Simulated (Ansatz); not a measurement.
# BaGe3W2: the cost of one run

Program: Ansatz 0.2.0. Level of theory: DFT PBE, scalar-relativistic, plane waves, PAW. These are calculated values, not measurements.

**1. The system as given**

Symmetry: P4/mmm, No. 123, tetragonal system. Conventional cell: a = 3.699 Å, b = 3.699 Å, c = 6.210 Å, α = 90.00°, β = 90.00°, γ = 90.00°. Ba (site symmetry 4/mmm) is surrounded by 4 Ge at 1.85 Å and 2 W at 1.95 Å. Around Ge (site symmetry 4/mmm) lie 2 W at 1.16 Å. Ge (site symmetry mmm) has 2 Ba at 1.85 Å in its first shell of neighbours. W (site symmetry 4mm) has 1 Ge at 1.16 Å in its first shell of neighbours.

As a file:

```cif
data_structure
_symmetry_space_group_name_H-M 'P4/mmm'
_symmetry_Int_Tables_number 123
_cell_length_a 3.6993
_cell_length_b 3.6993
_cell_length_c 6.2104
_cell_angle_alpha 90.000
_cell_angle_beta 90.000
_cell_angle_gamma 90.000
_cell_volume 84.99
loop_
_atom_site_label
_atom_site_type_symbol
_atom_site_symmetry_multiplicity
_atom_site_Wyckoff_symbol
_atom_site_fract_x
_atom_site_fract_y
_atom_site_fract_z
_atom_site_occupancy
Ba1 Ba 1 d 0.50000 0.50000 0.50000 1
Ge1 Ge 1 c 0.50000 0.50000 0.00000 1
Ge2 Ge 2 e 0.50000 0.00000 0.50000 1
W1 W 2 h 0.50000 0.50000 0.81399 1
```

A structure generator made this guess: random cell by space group and Wyckoff sites (P4/mmm, No. 123). The dimensions are guesses.

**2. Probe: one point on a coarse mesh**

Input file input.yaml:

```yaml
crystal:
  lattice:
    - [3.69934103, 0.0, 0.0]
    - [0.0, 3.69934103, 0.0]
    - [0.0, 0.0, 6.21035897]
  atoms:
    - { symbol: Ba, position: [0.5, 0.5, 0.5] }
    - { symbol: Ge, position: [0.5, 0.5, 0.0] }
    - { symbol: Ge, position: [0.5, 0.0, 0.5] }
    - { symbol: Ge, position: [0.0, 0.5, 0.5] }
    - { symbol: W, position: [0.5, 0.5, 0.81399158] }
    - { symbol: W, position: [0.5, 0.5, 0.18600842] }
basis:
  ecutwfc: 420
kpoints:
  mp_grid: { grid: [6, 6, 4] }
hamiltonian:
  xc: pbe
scf:
  occupations: { method: gaussian, width: 0.1 }
  lower_state_search: "off"
output:
  forces: true
  stress: true
  eigenvalues: true
```

The run is started by

```bash
$ ansatz run input.yaml --threads 1 --pin off --max-ram 2560MiB --backend cpu --events-out ev --progress --plain --runs-dir out
```

**Question.** How long does this run take on 1 thread of INTEL XEON PLATINUM 8581C at 2.30GHz (Emerald Rapids), shared host, and how much memory does it need?

About 35 s, with a peak of 0.58 GiB.
